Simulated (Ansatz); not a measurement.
# F2GeH5NSi: the cost of one run

All numbers below are computed with Ansatz 0.2.0 (RKS PBE/def2-SVP).

1 further run of the same task is left out (it didn't finish).

### 1 Starting point

Bond lengths: N1–Si2 1.736 Å, Si2–F3 1.665 Å, Si2–F4 1.622 Å, Si2–Ge5 2.299 Å, N1–H6 1.108 Å, N1–H7 1.064 Å, Ge5–H8 1.556 Å, Ge5–H9 1.581 Å, Ge5–H10 1.546 Å. Angles (14 of 15 angles, heavy atoms first): N1–Si2–F3 107.5°, N1–Si2–F4 111.7°, N1–Si2–Ge5 110.0°, F3–Si2–F4 107.9°, F3–Si2–Ge5 110.1°, F4–Si2–Ge5 109.6°, Si2–N1–H6 107.8°, Si2–N1–H7 109.5°, Si2–Ge5–H8 110.5°, Si2–Ge5–H9 111.1°, Si2–Ge5–H10 111.1°, H6–N1–H7 102.9°, H8–Ge5–H9 108.6°, H8–Ge5–H10 107.1°.

Coordinates:

```xyz
10

N    -0.6702    0.2080   -1.7619
Si   -0.0953   -0.8427   -0.5046
F     1.2446   -1.6390   -1.0903
F    -1.2017   -1.9593   -0.1027
Ge    0.4686    0.3883    1.3532
H    -1.5298    0.7793   -1.3596
H     0.0517    0.9662   -1.9494
H     1.0483   -0.5354    2.4637
H    -0.7894    1.1481    1.9359
H     1.5563    1.4353    1.0186
```

### 2 End point A

input.yaml

```yaml
crystal:
  periodic: [false, false, false]
  atoms:
    - { symbol: "N", position_ang: [-0.6702, 0.208, -1.7619] }
    - { symbol: Si, position_ang: [-0.0953, -0.8427, -0.5046] }
    - { symbol: F, position_ang: [1.2446, -1.639, -1.0903] }
    - { symbol: F, position_ang: [-1.2017, -1.9593, -0.1027] }
    - { symbol: Ge, position_ang: [0.4686, 0.3883, 1.3532] }
    - { symbol: H, position_ang: [-1.5298, 0.7793, -1.3596] }
    - { symbol: H, position_ang: [0.0517, 0.9662, -1.9494] }
    - { symbol: H, position_ang: [1.0483, -0.5354, 2.4637] }
    - { symbol: H, position_ang: [-0.7894, 1.1481, 1.9359] }
    - { symbol: H, position_ang: [1.5563, 1.4353, 1.0186] }
basis:
  gaussian: { orbitals: def2-SVP }
hamiltonian:
  xc: pbe
relax:
  f_tol: 0.015
  max_steps: 40
```

Launch:

```bash
ansatz run input.yaml --threads 2 --pin off --max-ram 3072MiB --backend cpu --events-out ev --progress --plain --runs-dir out
```

**Question.** How long does this run take on 2 threads of Intel Xeon Platinum 8375C at 2.90GHz (Ice Lake), shared host, and how much memory does it need?

About 20 s, with a peak of 0.19 GiB.
